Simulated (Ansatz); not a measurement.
A nudged elastic band was laid between two geometries of a periodic cell of 17 atoms, CuSi16 (host Si, host structure diamond, interstitial Cu), cell charge +1.

All numbers below come from DFT PBE, scalar-relativistic, plane waves, PAW (Ansatz). Settings: PAW set soft_1, cutoff 420 eV, k mesh 2x2x2, fermi-dirac smearing 0.02 eV, no spin polarisation.

- movable images: 3
- climbing image: yes
- spring: 5.0 eV/Å²
- optimiser: quadratic models (default)
- start path: default
- force threshold: 0.2 eV/Å
- iteration limit: 28
- end points: relaxed

First end point:

```xyz
17
Lattice="0.0000 5.4300 5.4300 5.4300 0.0000 5.4300 5.4300 5.4300 0.0000" Properties=species:S:1:pos:R:3
Si -0.052 -0.053 0.079
Si 1.393 1.324 1.415
Si 2.770 2.769 0.079
Si 3.895 4.252 1.467
Si 2.796 -0.080 2.669
Si 4.026 1.354 4.037
Si 5.326 2.821 2.635
Si 6.793 4.121 4.038
Si 0.025 2.692 2.725
Si 1.306 4.046 4.136
Si 2.578 5.569 2.871
Si 4.100 6.841 4.136
Si 2.717 2.691 5.432
Si 4.132 4.015 6.740
Si 5.456 5.430 5.432
Si 6.719 6.857 6.786
Cu 6.449 1.699 4.368
```

Last end point:

```xyz
17
Lattice="0.0000 5.4300 5.4300 5.4300 0.0000 5.4300 5.4300 5.4300 0.0000" Properties=species:S:1:pos:R:3
Si 0.065 -0.031 0.053
Si 1.438 1.301 1.411
Si 2.772 2.677 -0.035
Si 4.083 4.045 1.333
Si 2.822 0.175 2.895
Si 4.230 1.491 4.209
Si 5.494 2.763 2.686
Si 6.865 4.121 4.019
Si -0.035 2.709 2.764
Si 1.363 4.044 4.071
Si 2.669 5.369 2.656
Si 4.028 6.704 3.992
Si 2.716 2.782 5.499
Si 3.994 4.176 6.894
Si 5.395 5.475 5.427
Si 6.793 6.783 6.762
Cu 5.722 3.050 5.770
```

(1) What changes between the two ends?

(2) Give the energies along the band, and the barrier.

(3) What is the geometry of the highest image?

Results:

(1) The atom that moves furthest is Cu17, by 2.08 Å; four of its nearest neighbours are Si1 2.35, Si3 2.35, Si7 2.35, Si8 2.47 Å at the first end and Si2 2.35, Si8 2.35, Si14 2.35, Si9 2.47 Å at the last.

(2) It converged. The highest image is number 1 of 0 to 4, 0.048 eV above the ends, which have the same energy within 2 meV. The threshold of 0.2 eV/Å is loose, so the images may lie well off the minimum-energy path. The profile has 2 maxima (images 1, 3) with wells between them (image 2): this band takes more than one step, which may be the mechanism or a detour left from its start path. The order of the point at the top wasn't checked. Limits of this set-up: coarse k mesh, a small cell, in which the defect meets its images, a typed lattice constant that wasn't relaxed here, charged cell in a uniform background, uncorrected.

```csv
image,path coordinate (Å),energy (eV),Si1–Cu17 (Å),Si7–Cu17 (Å),Si11–Cu17 (Å)
0,0.00,0.000,2.35,2.35,2.67
1,0.67,0.048,2.37,2.37,3.31
2,1.27,0.007,2.49,2.51,3.98
3,1.86,0.030,2.76,2.78,4.47
4,2.46,0.000,3.10,3.11,4.05
```

(3) 
```xyz
17
Lattice="0.0000 5.4300 5.4300 5.4300 0.0000 5.4300 5.4300 5.4300 0.0000" Properties=species:S:1:pos:R:3:forces:R:3
Si -0.043 -0.062 0.095 0.01 0.00 0.03
Si 1.407 1.287 1.468 0.00 0.01 -0.01
Si 2.777 2.779 0.073 -0.01 0.02 -0.02
Si 3.910 4.220 1.498 0.01 0.01 0.00
Si 2.890 -0.107 2.614 0.01 0.00 -0.01
Si 4.011 1.338 4.051 -0.01 -0.01 0.00
Si 5.379 2.812 2.650 0.03 0.02 0.00
Si 6.832 4.179 4.003 0.02 -0.02 0.02
Si 0.054 2.689 2.741 -0.02 0.02 0.00
Si 1.307 4.089 4.124 -0.02 -0.02 0.00
Si 2.602 5.584 2.863 0.00 0.00 0.02
Si 4.094 6.856 4.143 0.04 0.00 -0.02
Si 2.680 2.690 5.403 0.01 0.00 0.01
Si 4.191 3.954 6.672 0.02 0.01 0.00
Si 5.483 5.455 5.405 -0.02 -0.01 0.04
Si 6.733 6.842 6.804 -0.02 0.01 -0.04
Cu 6.119 2.064 4.778 -0.06 -0.04 -0.03
```

The run took 3.9 min on 1 thread of Intel(R) Xeon(R) Processor @ 2.50GHz (Skylake/Cascade Lake), with other jobs on the host, peak memory 0.8 GiB.
